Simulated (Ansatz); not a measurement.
AlSn:

```
CELL_PARAMETERS angstrom
4.19811 0.00000 0.00000
-2.09905 3.63567 0.00000
0.00000 0.00000 3.30685
ATOMIC_POSITIONS crystal
Sn 0.33333 0.66667 0.50000
Al 0.00000 0.00000 0.00000
```

The cell comes from a database or a generator and needn't be the stable form of this composition.

```yaml
Program: Ansatz 0.2.0
Task: relaxation of cell and atoms
Functional: revPBE
Potentials_or_basis: Ansatz PAW
Cutoff: "420 eV (not typed: the program's choice for these potentials)"
k_mesh: 7 × 7 × 8
Occupations: fermi-dirac, width 0.05 eV
Spin: no spin polarisation
```

At the start: volume 25.24 Å³/atom.

Question: Where does the relaxation end?

Answer: It ends after 4 steps and the volume is 25.83 Å³/atom (+2.3 %); space group P-6m2 (No. 187, to 0.05 Å).

The path:
```csv
step,energy change (eV),largest force (eV/Å),volume (Å³)
1,0.0000,0.0000,50.47
2,-0.0032,0.0000,52.03
3,-0.0038,0.0000,51.66
4,-0.0041,0.0000,51.66
```

Final structure:
```
CELL_PARAMETERS angstrom
4.23113 0.00000 0.00000
-2.11557 3.66427 0.00000
0.00000 0.00000 3.33184
ATOMIC_POSITIONS crystal
Sn 0.33333 0.66667 0.50000
Al 0.00000 0.00000 0.00000
```

Caveat: the plane-wave basis is chosen anew once the cell has moved, so the energies of steps on either side of that aren't comparable; the PAW data sets come from PBE, with cores solved anew for the run's functional, which leaves a small shift of forces and pressure.
